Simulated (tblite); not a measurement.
# C6H3N2O: the cost of one run

The runs use tblite 0.8.0 and PySCF 2.14.0, with density-fitted response routines of our own; the level of theory stands in each step. All values are computed, except where a source is named. Atoms count from 0, in the outputs and in this text.

**1. Starting geometry**

12 atoms, charge 0, multiplicity 2; geometry from: force field or distance geometry start.

Bonds of the start (Å): N0–C1 1.17, C1–C2 1.41, C2–C3 1.36, C3–C4 1.42, C4–O5 1.18, C3–C6 1.51, C6–C7 1.46, C7–N8 1.16, C2–H9 1.09, C6–H10 1.10, C6–H11 1.11.

**2. Optimising the geometry with GFN2-xTB**

Job settings and geometry (Å):

```
{"job": {"kind": "relax", "xc": "GFN2-xTB", "basis": "xTB"}, "charge": 0, "multiplicity": 2}
N      3.549200    -0.331400    -0.695000
C      2.506800    -0.083700    -0.229000
C      1.271400     0.213000     0.393800
C      0.074300    -0.256600    -0.036700
C     -0.013300    -1.161200    -1.131200
O     -0.112300    -1.909700    -2.039700
C     -1.210200     0.079800     0.682000
C     -1.979100     1.069300    -0.074200
N     -2.582100     1.856500    -0.669700
H      1.311400     0.884700     1.248000
H     -1.006600     0.474600     1.684400
H     -1.808300    -0.835900     0.841400
```

Launch:

```bash
$ OMP_NUM_THREADS=1 python probes_run.py task.json out
```

This one command runs all jobs of the session in turn.

**Question.** How long does this first job take on 1 thread of AMD EPYC, shared host?

About 1.1 s.
